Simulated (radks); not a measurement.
# Taking charge from the 2s level of F⁶⁺ in fractions

What happens to E and to the 2s eigenvalue of F⁶⁺ when a fraction of an electron is removed? The exact functional would give straight lines between whole numbers for a frontier level.

Program: radks (a radial shooting solver on a logarithmic mesh, Libxc functionals) version 1. Level of theory: scalar-relativistic Kohn-Sham, r2SCAN, spin-unpolarised, spherical densities, finite nucleus. These are calculated values, not measurements, unless marked.

### Step 1. The system

| Quantity | Value |
| --- | --- |
| element | fluorine (Z = 9) |
| charge | +6 |
| electrons | 3 |
| configuration | [He] 2s1 |
| nuclear rms radius | 2.8976 fm |

Outer shells as boxes (Hund's rule):

F⁶⁺
```
[He] core
2s [↑ ]
```

### Step 2. Start: [He] 2s1

Input:

```text
Z 9
configuration [He] 2s1
relativity scalar-relativistic
functional r2scan,r2scan
spin unpolarised
nucleus finite rms 2.8976 fm
c 137.035999084
```

### Step 3. 0.1 electron removed from 2s

Changes since step 2:

```diff
@@ -1,3 +1,3 @@
 Z 9
-configuration [He] 2s1
+configuration [He] 2s0.9
 relativity scalar-relativistic
```

### Step 4. 0.2 electron removed from 2s

Changes since step 3:

```diff
@@ -1,3 +1,3 @@
 Z 9
-configuration [He] 2s0.9
+configuration [He] 2s0.8
 relativity scalar-relativistic
```

### Step 5. 0.3 electron removed from 2s

Changes since step 4:

```diff
@@ -1,3 +1,3 @@
 Z 9
-configuration [He] 2s0.8
+configuration [He] 2s0.7
 relativity scalar-relativistic
```

### Step 6. 0.4 electron removed from 2s

Changes since step 5:

```diff
@@ -1,3 +1,3 @@
 Z 9
-configuration [He] 2s0.7
+configuration [He] 2s0.6
 relativity scalar-relativistic
```

### Step 7. 0.5 electron removed from 2s

Changes since step 6:

```diff
@@ -1,3 +1,3 @@
 Z 9
-configuration [He] 2s0.6
+configuration [He] 2s0.5
 relativity scalar-relativistic
```

### Step 8. 0.6 electron removed from 2s

Changes since step 7:

```diff
@@ -1,3 +1,3 @@
 Z 9
-configuration [He] 2s0.5
+configuration [He] 2s0.4
 relativity scalar-relativistic
```

### Step 9. 0.7 electron removed from 2s

Changes since step 8:

```diff
@@ -1,3 +1,3 @@
 Z 9
-configuration [He] 2s0.4
+configuration [He] 2s0.3
 relativity scalar-relativistic
```

### Step 10. 0.8 electron removed from 2s

Changes since step 9:

```diff
@@ -1,3 +1,3 @@
 Z 9
-configuration [He] 2s0.3
+configuration [He] 2s0.2
 relativity scalar-relativistic
```

### Step 11. 0.9 electron removed from 2s

Changes since step 10:

```diff
@@ -1,3 +1,3 @@
 Z 9
-configuration [He] 2s0.2
+configuration [He] 2s0.1
 relativity scalar-relativistic
```

### Step 12. 1 electron removed from 2s

Changes since step 11:

```diff
@@ -1,3 +1,3 @@
 Z 9
-configuration [He] 2s0.1
+configuration [He] 2s0
 relativity scalar-relativistic
```

Before running it: what results should come out? Wanted: for each run, removed; E − E(0); eigenvalue.

As calculated:

```
removed (e)  E − E(0) (eV)  eigenvalue (eV)
          0          0.000          -170.77
        0.1         17.203          -173.28
        0.2         34.655          -175.76
        0.3         52.353          -178.19
        0.4         70.291          -180.56
        0.5         88.461          -182.84
        0.6         106.85          -184.98
        0.7         125.45          -186.93
        0.8         144.23          -188.54
        0.9         163.13          -189.41
```

The trapezoid integral of minus the eigenvalue gives 163.12 eV over the range, against 163.13 eV from the energies (Janak's theorem; approximate here, since the scalar-relativistic density holds large components alone). The eigenvalue moves by 20.7 eV per electron.
